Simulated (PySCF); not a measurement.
# PBE0/LANL2DZ (core potential) run of InH3 (SMILES [H][In]([H])[H])

Aim: the energy change on altering one bond length of InH3 at PBE0/LANL2DZ (core potential), from 2 runs. Input form: a Python script.

The calculation is run with PySCF 2.14.0.

6 further runs of the same task are left out: 6 set aside as unsound or not needed.

## Step 1: Starting point

The species is InH3 (4 atoms), meant as a singlet with charge 0. SMILES: `[H][In]([H])[H]`. The shape comes from GFN2-xTB, which is rough for such elements, and wasn't checked as a minimum.

Bond lengths: In1–H2 1.719 Å, In1–H3 1.719 Å, In1–H4 1.718 Å. Angles: H2–In1–H3 120.0°, H2–In1–H4 120.1°, H3–In1–H4 119.9°.

## Step 2: A single-point energy at PBE0/LANL2DZ (core potential)

Input file input.xyz:

```xyz
4

In     0.000640    -0.000740    -0.000540
H      1.718930    -0.027790     0.013510
H     -0.834510     1.501400    -0.017780
H     -0.885060    -1.472880     0.004810
```

Input file input.py:

```python
from pyscf import gto, dft

mol = gto.M(
    atom='input.xyz',
    basis='lanl2dz',
    ecp={'In': 'lanl2dz'},
    charge=0,
    spin=0,
    verbose=3,
    max_memory=1860,
)

calc0 = dft.RKS(mol)
calc0.xc = 'pbe0'
calc0.grids.level = 5
calc0.conv_tol = 1e-10
calc0.kernel()
if not calc0.converged:
    calc0 = calc0.newton().run(calc0.mo_coeff, calc0.mo_occ)

e_final = calc0.e_tot
print('E(%s) = %.9f' % ('PBE0', e_final))
```

Command:

```
$ OMP_NUM_THREADS=1 python input.py
```

What it wrote:

```text
converged SCF energy = -3.61025073380999
E(PBE0) = -3.610250734
```

It took 1.5 s on 1 thread of Arm Neoverse V1, shared host; peak memory 0.16 GiB.

## Step 3: The distorted shape

Input file job.py:

```python
from pyscf import gto, dft

system = gto.Mole()
system.atom = '''
In     0.167654    -0.301139     0.002908
H      1.885944    -0.328189     0.016958
H     -0.834510     1.501400    -0.017780
H     -0.718046    -1.773279     0.008258
'''
system.verbose = 3
system.charge = 0
system.basis = 'lanl2dz'
system.max_memory = 1860
system.ecp = {'In': 'lanl2dz'}
system.build()

calc0 = dft.RKS(system)
calc0.xc = 'pbe0'
calc0.grids.level = 5
calc0.conv_tol = 1e-10
calc0.kernel()
if not calc0.converged:
    calc0 = calc0.newton().run(calc0.mo_coeff, calc0.mo_occ)

etot = calc0.e_tot
print('E(%s) = %.9f' % ('PBE0', etot))
```

Command:

```
$ OMP_NUM_THREADS=1 python job.py
```

What it wrote:

```text
converged SCF energy = -3.59619167934219
E(PBE0) = -3.596191679
```

Run time: 1.4 s. Hardware: 1 thread of Arm Neoverse V1, shared host; peak memory 0.16 GiB.

## Step 4: Results

At PBE0/LANL2DZ (core potential):

```
                                                          quantity        value
                                         first shape: total energy  -3.61025 Eh
                                        first shape: dipole moment       0.01 D
                                          first shape: HOMO energy     -8.30 eV
                                          first shape: LUMO energy     -1.91 eV
                                        first shape: HOMO–LUMO gap      6.39 eV
                                     distorted shape: total energy  -3.59619 Eh
                                    distorted shape: dipole moment       0.65 D
                                      distorted shape: HOMO energy     -7.76 eV
                                      distorted shape: LUMO energy     -2.01 eV
                                    distorted shape: HOMO–LUMO gap      5.75 eV
energy change with the In1–H3 bond stretched from 1.719 to 2.063 Å     0.383 eV
```

With the In1–H3 bond stretched from 1.719 to 2.063 Å the energy rises by 0.38 eV (36.9 kJ/mol). The first shape isn't relaxed at this level, so the change isn't measured from a minimum.
